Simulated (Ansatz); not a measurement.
# ClFH2OSi: the cost of one run

Program: Ansatz 0.2.0. Level of theory: RKS r2SCAN-D4/def2-mTZVP. These are calculated values, not measurements.

## Step 1: The starting structure

Bond lengths: Si1–Cl2 2.130 Å, Si1–H3 1.460 Å, Si1–F4 1.589 Å, Si1–O5 1.679 Å, O5–H6 1.010 Å. Angles: Cl2–Si1–H3 109.5°, Cl2–Si1–F4 109.5°, Cl2–Si1–O5 109.5°, H3–Si1–F4 109.5°, H3–Si1–O5 109.5°, F4–Si1–O5 109.5°, Si1–O5–H6 109.5°.

Coordinates:

```xyz
6

Si    0.0000    0.0000    0.0000
Cl    0.0000    0.0000    2.1300
H     1.3768    0.0000   -0.4862
F    -0.7489    1.2974   -0.5295
O    -0.7913   -1.3709   -0.5594
H    -1.2459   -1.8365    0.2129
```

## Step 2: Relaxing the start

Contents of input.yaml:

```yaml
crystal:
  periodic: [false, false, false]
  atoms:
    - { symbol: Si, position_ang: [0.0, 0.0, 0.0] }
    - { symbol: Cl, position_ang: [0.0, 0.0, 2.13] }
    - { symbol: H, position_ang: [1.3768, 0.0, -0.4862] }
    - { symbol: F, position_ang: [-0.7489, 1.2974, -0.5295] }
    - { symbol: O, position_ang: [-0.7913, -1.3709, -0.5594] }
    - { symbol: H, position_ang: [-1.2459, -1.8365, 0.2129] }
basis:
  gaussian: { orbitals: def2-mTZVP }
hamiltonian:
  xc: r2scan
  dispersion: d4
relax:
  f_tol: 0.02
  max_steps: 40
```

The run is started by

```bash
$ ansatz run input.yaml --threads 2 --pin off --max-ram 3072MiB --backend cpu --events-out ev --progress --plain --runs-dir out
```

**Question.** How long does this run take on 2 threads of Arm Neoverse V2, shared host, and how much memory does it need?

About 27 s, with a peak of 0.17 GiB.
